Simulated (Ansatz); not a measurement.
# MgO (Fm-3m): convergence test of the k-point mesh in Python

Wanted for MgO (Fm-3m): a convergence test of the k-point mesh.

The COD entry's cell or inner coordinates are ideal or old and differ from later refinements, so a difference from it is no clean test against experiment.

Program: Ansatz 0.2.0 through its Python package. Level of theory: DFT PBE, plane waves, PAW. These are calculated values, not measurements.

### Step 1. The system

Symmetry: Fm-3m, No. 225, cubic system. The conventional cell has a = 4.217 Å, b = 4.217 Å, c = 4.217 Å, α = 90.00°, β = 90.00°, γ = 90.00°. Around Mg (site symmetry m-3m) lie 6 O at 2.11 Å. Around O (site symmetry m-3m) lie 6 Mg at 2.11 Å.

No structure file is read: the coordinates are typed or built in the script.

### Step 2. The script

Contents of kconv.py:

```python
"""k-point test for MgO."""

import ansatz as az
import matplotlib.pyplot as plt


def main() -> None:
    system = (
        az.Lattice.fcc(4.217)
        .space_group(225)
        .atom("Mg", (0.0, 0.0, 0.0))
        .atom("O", (0.5, 0.0, 0.0))
        .primitive()
    )

    calculation = (
        system.calculation()
        .functional("pbe")
        .occupations("fixed")
        .stress()  # GPa
    )

    rows = []
    for value in [(3, 3, 3), (4, 4, 4), (6, 6, 6), (7, 7, 7), (9, 9, 9), (11, 11, 11)]:
        summary = calculation.kpoints(mesh=value).run().report
        rows.append((value, summary["free_energy_ev"] / len(summary["lattice"]["sites"]), summary["n_iterations"], sum(summary["stress_gpa"][i][i] for i in range(3)) / 3, summary["n_kpoints"]))

    print("        mesh   F/atom (eV)    iterations       P (GPa)      k-points")
    for row in rows:
        print(f"{str(row[0]):>12s}  {row[1]:12.5f}  {row[2]:12d}  {row[3]:12.3f}  {row[4]:12d}")

    # differences from the last row
    for row in rows[:-1]:
        shift = 1000 * (row[1] - rows[-1][1])
        print(f"{row[0]}: {shift:+.2f} meV/atom" + ("  (within 1 meV)" if abs(shift) < 1 else ""))
    plt.figure(figsize=(4.5, 3))
    plt.plot([str(row[0]) for row in rows], [1000 * (row[1] - rows[-1][1]) for row in rows], "o-")
    plt.xlabel("mesh")
    plt.ylabel("F - F(last) (meV/atom)")
    plt.tight_layout()
    plt.savefig("kconv.png", dpi=100)


if __name__ == "__main__":
    main()
```

### Step 3. The calls as engine input

The package turns the script's settings into the engine's input (first run):

```yaml
crystal:
  lattice:
    bravais: fcc
    a: 4.217
  space_group: 225
  atoms:
    - { symbol: Mg, position: [0.0, 0.0, 0.0] }
    - { symbol: O, position: [0.5, 0.0, 0.0] }
  reduce_to_primitive: true
kpoints:
  mp_grid:
    grid: [3, 3, 3]
hamiltonian:
  xc: pbe
scf:
  occupations:
    method: fixed
output:
  stress: true
```

### Step 4. Launch

Launch:

```bash
python kconv.py
```

**Question.** From which mesh on is the energy per atom within 1 meV of the last row, and how does it get there?

**Answer**, as computed:

```
                              quantity           value
                         runs compared               6
       last run but one, from the last  -0.04 meV/atom
within 5 meV/atom of the last run from       [6, 6, 6]
```

In words: From 6×6×6 on it stays within 1 meV an atom of the value at 11×11×11; the first row (3×3×3) is off by 45.5 meV and the last but one by 0.04 meV. The pressure moves from 4.52 to 4.10 GPa. Caveats:
- Of the deposited cell: the entry's cell lengths or inner coordinates differ somewhat from later room-temperature determinations.
- Pressure is positive in compression.
- Shifts are counted from the finest mesh, which is itself no proven limit.
